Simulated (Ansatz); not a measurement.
# CH5AlO (SMILES [CH3][AlH][OH]) at CAM-B3LYP/aug-cc-pVDZ

Aim: the electronic atomisation energy of CH5AlO at CAM-B3LYP/aug-cc-pVDZ, from 5 runs. 

The calculation is run with Ansatz 0.2.0.

42 further runs of the same task are left out: 42 set aside as unsound or not needed.

### 1 The system as given

CH5AlO has 8 atoms, charge 0, and is taken as a singlet. SMILES: `[CH3][AlH][OH]`. Geometry: relaxed at PBE0-D4/def2-TZVP. This is one conformer, not always the lowest.

Bond lengths: C1–Al2 1.941 Å, Al2–O3 1.701 Å, C1–H4 1.095 Å, C1–H5 1.092 Å, C1–H6 1.095 Å, Al2–H7 1.589 Å, O3–H8 0.956 Å. Angles: C1–Al2–O3 117.6°, C1–Al2–H7 124.2°, O3–Al2–H7 118.3°, Al2–C1–H4 111.0°, Al2–C1–H5 111.9°, Al2–C1–H6 111.2°, Al2–O3–H8 122.5°, H4–C1–H5 107.9°, H4–C1–H6 106.4°, H5–C1–H6 108.2°.

### 2 The energy at CAM-B3LYP/aug-cc-pVDZ

File job.yaml:

```yaml
crystal:
  periodic: [false, false, false]
  atoms:
    - symbol: C
      position_ang: [-0.777900, 0.982200, -0.070900]
    - symbol: Al
      position_ang: [0.579700, -0.394200, -0.239900]
    - symbol: O
      position_ang: [0.544600, -1.676400, 0.876800]
    - symbol: H
      position_ang: [-0.325100, 1.954500, 0.149300]
    - symbol: H
      position_ang: [-1.491400, 0.755400, 0.724300]
    - symbol: H
      position_ang: [-1.335700, 1.105000, -1.004800]
    - symbol: H
      position_ang: [1.716800, -0.394500, -1.350200]
    - symbol: H
      position_ang: [1.181200, -2.389100, 0.859500]
basis:
  gaussian: {orbitals: aug-cc-pVDZ}
hamiltonian: {xc: {name: CAM-B3LYP}}
accuracy: high
output: {orbitals: {seedname: orbitals}}
```

Started as:

```bash
$ ansatz run job.yaml --threads 1 --pin off --max-ram 3480MiB --events-out events.jsonl --progress --plain --runs-dir runs
```

Standard output:

```text
Warning: RAYON_NUM_THREADS=1 ignored (pool sized by the plan → 1); use --threads N
Functional definition: CAM-B3LYP
  name "CAM-B3LYP"
  parameter alpha = 0.19
  parameter beta = 0.46
  parameter omega = 0.33/bohr
  parameter ac = 0.81
  exchange = (1 - alpha - beta)*b88_x + beta*b88_x_sr(omega) + alpha*exact_x + beta*exact_x_lr(omega)
  correlation = (1 - ac)*vwn5_c + ac*lyp_c
2328 factors; integrals over basis functions are off by at most 3.4e-9 eV
624 factors; integrals over basis functions are off by at most 1.9e-9 eV
mean field evaluation 1: about -9752.8613 eV, gradient 7.2e1 eV
mean field evaluation 2: about -9745.0253 eV, gradient 9.5e1 eV
mean field evaluation 4: about -9763.0243 eV, gradient 3.5e0 eV
mean field evaluation 8: about -9763.0538 eV, gradient 4.7e-2 eV
mean field evaluation 16: about -9763.0538 eV, gradient 3.6e-6 eV
mean field -9763.05380810 eV, -358.7856098122 hartree, gradient 2.9e-8 eV, S^2 0.000000; 0 other end points of the search recorded, 0 dependent functions left out
reference -9763.05383727 eV, -358.7856108840 hartree; 16, 16 occupied and 102, 102 virtual orbitals, 2328 factors
Total energy: -9763.05383727 eV, -358.7856108840 hartree
```

It took 13 s on 1 thread of Arm Neoverse V2, shared host; peak memory 0.46 GiB.

### 3 The Al atom

File input.yaml:

```yaml
crystal:
  periodic: [false, false, false]
  atoms:
    - {symbol: Al, position_ang: [0.000000, 0.000000, 0.000000]}
basis:
  gaussian: {orbitals: aug-cc-pVDZ}
magnetization: {spin_polarized: true, initial_magnetization: 1}
hamiltonian: {xc: {name: CAM-B3LYP}}
accuracy: high
```

Run the same way, it converges to -242.36358 Eh (log not shown).

### 4 The C atom

File in.yaml:

```yaml
crystal:
  periodic: [false, false, false]
  atoms:
    - symbol: C
      position_ang: [0.000000, 0.000000, 0.000000]
basis:
  gaussian:
    orbitals: aug-cc-pVDZ
accuracy: high
magnetization:
  spin_polarized: true
  initial_magnetization: 2
hamiltonian:
  xc: {name: CAM-B3LYP}
```

Run the same way, it converges to -37.83163 Eh (log not shown).

### 5 The H atom at the same level

File run.yaml:

```yaml
crystal:
  periodic: [false, false, false]
  atoms:
    - {symbol: H, position_ang: [0.000000, 0.000000, 0.000000]}
basis:
  gaussian: {orbitals: aug-cc-pVDZ}
magnetization: {spin_polarized: true, initial_magnetization: 1}
hamiltonian: {xc: {name: CAM-B3LYP}}
accuracy: high
```

Run the same way, it converges to -0.49832 Eh (log not shown).

### 6 The O atom, same level

File input.yaml:

```yaml
basis:
  gaussian: {orbitals: aug-cc-pVDZ}
crystal:
  periodic: [false, false, false]
  atoms:
    - {symbol: O, position_ang: [0.000000, 0.000000, 0.000000]}
magnetization: {spin_polarized: true, initial_magnetization: 2}
hamiltonian: {xc: {name: CAM-B3LYP}}
accuracy: high
```

Run the same way, it converges to -75.05402 Eh (log not shown).

### 7 What came out

At CAM-B3LYP/aug-cc-pVDZ:

```
                     quantity          value
       molecule: total energy  -358.78561 Eh
        molecule: HOMO energy       -9.40 eV
        molecule: LUMO energy        0.11 eV
      molecule: HOMO–LUMO gap        9.51 eV
        Al atom: total energy  -242.36358 Eh
                Al atom: ⟨S²⟩          0.756
         C atom: total energy   -37.83163 Eh
                 C atom: ⟨S²⟩          2.003
         H atom: total energy    -0.49832 Eh
                 H atom: ⟨S²⟩          0.750
         O atom: total energy   -75.05402 Eh
                 O atom: ⟨S²⟩          2.004
electronic atomisation energy      28.431 eV
```

What this shows: Taking the molecule apart into free atoms costs 28.43 eV (2743 kJ/mol), before zero-point energy and without spin-orbit coupling.
